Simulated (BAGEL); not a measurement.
# SiSCl3 (SMILES [S][Si](Cl)(Cl)Cl): UHF/STO-3G (density fitting with qzvpp-jkfit)

What is the vertical ionisation energy of SiSCl3 at UHF/STO-3G (density fitting with qzvpp-jkfit)? 

Program for the calculation: BAGEL 1.2.2.

### Step 1. The structure to begin with

SiSCl3 has 5 atoms, charge 0, and is taken as a doublet. As SMILES, `[S][Si](Cl)(Cl)Cl`. The coordinates come from a PBE0-D4/def2-TZVP relaxation.

Bond lengths: S1–Si2 2.097 Å, Si2–Cl3 2.032 Å, Si2–Cl4 2.029 Å, Si2–Cl5 2.029 Å. Angles: S1–Si2–Cl3 104.2°, S1–Si2–Cl4 112.6°, S1–Si2–Cl5 112.6°, Cl3–Si2–Cl4 110.0°, Cl3–Si2–Cl5 110.0°, Cl4–Si2–Cl5 107.4°.

### Step 2. A single-point energy at UHF/STO-3G (density fitting with qzvpp-jkfit)

File calc.json:

```json
{ "bagel": [

{
  "title": "molecule",
  "basis": "sto-3g",
  "df_basis": "qzvpp-jkfit",
  "angstrom": true,
  "geometry": [
    { "atom": "S", "xyz": [   -0.957700,   -0.126000,    1.840700 ] },
    { "atom": "Si", "xyz": [   -0.006600,    0.003700,   -0.023700 ] },
    { "atom": "Cl", "xyz": [    1.606400,   -1.219400,    0.152100 ] },
    { "atom": "Cl", "xyz": [   -1.189600,   -0.622700,   -1.548800 ] },
    { "atom": "Cl", "xyz": [    0.597500,    1.890800,   -0.461700 ] }
  ]
},
{
  "title": "uhf",
  "nopen": 1
},
{
  "title": "print",
  "file": "orbitals.molden",
  "orbitals": true
}

]}
```

The run is started by

```console
$ BAGEL_NUM_THREADS=1 BAGEL calc.json > calc.out
```

Standard output:

```text
* using 1 threads per process

  ===============================================================
  ===============================================================

  *** Geometry ***

  { "atom" : "S", "xyz" : [     -1.809791,     -0.238105,      3.478419 ] },
  { "atom" : "Si", "xyz" : [     -0.012472,      0.006992,     -0.044787 ] },
  { "atom" : "Cl", "xyz" : [      3.035656,     -2.304332,      0.287427 ] },
  { "atom" : "Cl", "xyz" : [     -2.248018,     -1.176732,     -2.926808 ] },
  { "atom" : "Cl", "xyz" : [      1.129111,      3.573094,     -0.872487 ] },

  Number of auxiliary basis functions:      640

  Since a DF basis is specified, we compute 2- and 3-index integrals:
    o Being stored without compression. Storage requirement is 0.010 GB

  Number of basis functions:       45
  Number of electrons      :       81

    * METHOD: MOLECULE                             0.25

  *** Open-shell HF ***

  === Nuclear Repulsion ===
   509.3562291418

      * DIIS with orbital gradients will be used.

  === UHF iteration (sto-3g) ===
      0      -2042.54330812          0.02277510           0.12
      1      -2042.67613255          0.00582072           0.11
      2      -2042.68394095          0.00151396           0.12
      3      -2042.68454193          0.00022642           0.13
      4      -2042.68460748          0.00001616           0.11
      5      -2042.68461427          0.00000655           0.12
      6      -2042.68461791          0.00000291           0.12
      7      -2042.68461903          0.00000077           0.11
      8      -2042.68461908          0.00000014           0.13
      9      -2042.68461908          0.00000004           0.12
     10      -2042.68461908          0.00000002           0.12
     11      -2042.68461908          0.00000001           0.12
     12      -2042.68461908          0.00000001           0.11
     13      -2042.68461908          0.00000001           0.12
     14      -2042.68461908          0.00000001           0.13
     15      -2042.68461908          0.00000001           0.12
     16      -2042.68461908          0.00000001           0.12
     17      -2042.68461908          0.00000001           0.11
    * SCF iteration converged.

    * S^2 (UHF) is 0.7535

    * Permanent dipole moment:
           (    0.490515,    -0.003744,    -0.797722) a.u.

    * METHOD: UHF                                  2.25

    * METHOD: PRINT                                0.00

  ===============================================================
```

It took 2.7 s on 1 thread of Intel Xeon 6975P-C (Granite Rapids), shared host; peak memory 0.11 GiB.

### Step 3. The singlet cation

File calc.json:

```json
{ "bagel" : [

{
  "title" : "molecule",
  "basis" : "sto-3g",
  "df_basis" : "qzvpp-jkfit",
  "angstrom" : "true",
  "geometry" : [
    { "atom" : "S", "xyz" : [   -0.957700,   -0.126000,    1.840700 ] },
    { "atom" : "Si", "xyz" : [   -0.006600,    0.003700,   -0.023700 ] },
    { "atom" : "Cl", "xyz" : [    1.606400,   -1.219400,    0.152100 ] },
    { "atom" : "Cl", "xyz" : [   -1.189600,   -0.622700,   -1.548800 ] },
    { "atom" : "Cl", "xyz" : [    0.597500,    1.890800,   -0.461700 ] }
  ]
},
{ "title" : "hf", "charge" : 1 },
{ "title" : "print", "file" : "orbitals.molden", "orbitals" : "true" }

]}
```

The run is started by

```console
$ BAGEL_NUM_THREADS=1 BAGEL calc.json > calc.out
```

Standard output:

```text
* using 1 threads per process

  ===============================================================
  ===============================================================

  *** Geometry ***

  { "atom" : "S", "xyz" : [     -1.809791,     -0.238105,      3.478419 ] },
  { "atom" : "Si", "xyz" : [     -0.012472,      0.006992,     -0.044787 ] },
  { "atom" : "Cl", "xyz" : [      3.035656,     -2.304332,      0.287427 ] },
  { "atom" : "Cl", "xyz" : [     -2.248018,     -1.176732,     -2.926808 ] },
  { "atom" : "Cl", "xyz" : [      1.129111,      3.573094,     -0.872487 ] },

  Number of auxiliary basis functions:      640

  Since a DF basis is specified, we compute 2- and 3-index integrals:
    o Being stored without compression. Storage requirement is 0.010 GB

  Number of basis functions:       45
  Number of electrons      :       81

    * METHOD: MOLECULE                             0.30

  *** RHF ***

  === Nuclear Repulsion ===
   509.3562291418

      * DIIS with orbital gradients will be used.

  === RHF iteration (sto-3g) ===
      0      -2042.13278586          0.01232445           0.06
      1      -2042.31498106          0.00346929           0.06
      2      -2042.32625918          0.00053122           0.06
      3      -2042.32688870          0.00014042           0.06
      4      -2042.32694706          0.00003887           0.06
      5      -2042.32695233          0.00001145           0.05
      6      -2042.32695278          0.00000442           0.06
      7      -2042.32695284          0.00000281           0.05
      8      -2042.32695289          0.00000121           0.06
      9      -2042.32695290          0.00000033           0.06
     10      -2042.32695290          0.00000009           0.06
     11      -2042.32695290          0.00000002           0.06
     12      -2042.32695290          0.00000001           0.05
    * SCF iteration converged.

    * Permanent dipole moment:
           (    1.461637,     0.154707,    -2.761537) a.u.

    * METHOD: HF                                   0.89

    * METHOD: PRINT                                0.00

  ===============================================================
```

It took 1.4 s on 1 thread of Intel Xeon 6975P-C (Granite Rapids), shared host; peak memory 0.11 GiB.

### Step 4. What came out

Level: UHF/STO-3G (density fitting with qzvpp-jkfit).

```
                                          quantity           value
                      doublet SiSCl3: total energy  -2042.68462 Eh
                     doublet SiSCl3: dipole moment          2.38 D
                              doublet SiSCl3: ⟨S²⟩           0.753
                      singlet cation: total energy  -2042.32695 Eh
                       singlet cation: HOMO energy       -16.51 eV
                       singlet cation: LUMO energy        -8.38 eV
                     singlet cation: HOMO–LUMO gap         8.13 eV
vertical ionisation energy (to the singlet cation)        9.733 eV
```

**Reading.** The vertical ionisation energy comes to 9.73 eV (224 kcal/mol). Only the singlet of the ionised species was computed; a triplet could lie lower. In a minimal basis such a difference can be off by several eV, whatever the method.
